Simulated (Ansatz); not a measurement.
# TePb4Se3: the cost of one run

Program: Ansatz 0.2.0. Level of theory: DFT PBE, scalar-relativistic, plane waves, PAW. These are calculated values, not measurements.

### Step 1. Starting point

Symmetry: P4/mmm, No. 123, tetragonal system. The conventional cell has a = 4.414 Å, b = 4.414 Å, c = 12.486 Å, α = 90.00°, β = 90.00°, γ = 90.00°. Te (site symmetry 4/mmm) has 6 Pb at 3.12 Å as nearest neighbours. Pb (site symmetry 4/mmm) is surrounded by 6 Se at 3.12 Å. Pb (site symmetry 4mm) is surrounded by 5 Se at 3.12 Å and 1 Te at 3.12 Å. Around Pb (site symmetry 4/mmm) lie 4 Te at 3.12 Å and 2 Se at 3.12 Å. Around Se (site symmetry 4mm) lie 6 Pb at 3.12 Å. Se (site symmetry 4/mmm) is surrounded by 6 Pb at 3.12 Å.

Coordinates:

```
Te Pb Se
1.0
     4.41434    0.00000    0.00000
     0.00000    4.41434    0.00000
     0.00000    0.00000   12.48565
Te Pb Se
1 4 3
Cartesian
  2.2072 2.2072 6.2428
  0.0000 0.0000 0.0000
  2.2072 2.2072 3.1214
  0.0000 0.0000 6.2428
  2.2072 2.2072 9.3642
  0.0000 0.0000 3.1214
  0.0000 0.0000 9.3642
  2.2072 2.2072 0.0000
```

The start is an ordering of an alloy on its end members' structure types: elements ordered on the sites of the PbSe type, Te/Se on Se (P4/mmm, No. 123).

### Step 2. The guess as it stands, on a coarse mesh

The input, input.yaml:

```yaml
crystal:
  lattice:
    - [4.41434458, 0.0, 0.0]
    - [0.0, 4.41434458, 0.0]
    - [0.0, 0.0, 12.48565196]
  atoms:
    - { symbol: Te, position: [0.5, 0.5, 0.5] }
    - { symbol: Pb, position: [0.0, 0.0, 0.0] }
    - { symbol: Pb, position: [0.5, 0.5, 0.25] }
    - { symbol: Pb, position: [0.0, 0.0, 0.5] }
    - { symbol: Pb, position: [0.5, 0.5, 0.75] }
    - { symbol: Se, position: [0.0, 0.0, 0.25] }
    - { symbol: Se, position: [0.0, 0.0, 0.75] }
    - { symbol: Se, position: [0.5, 0.5, 0.0] }
basis:
  ecutwfc: 420
kpoints:
  mp_grid: { grid: [4, 4, 2] }
hamiltonian:
  xc: pbe
scf:
  occupations: { method: gaussian, width: 0.1 }
  lower_state_search: "off"
output:
  forces: true
  stress: true
  eigenvalues: true
```

Started as:

```sh
$ ansatz run input.yaml --threads 1 --pin off --max-ram 2560MiB --backend cpu --events-out ev --progress --plain --runs-dir out
```

**Question.** How long does this run take on 1 thread of Intel Xeon at 2.50GHz (Skylake/Cascade Lake), shared host, and how much memory does it need?

About 30 s, with a peak of 0.58 GiB.
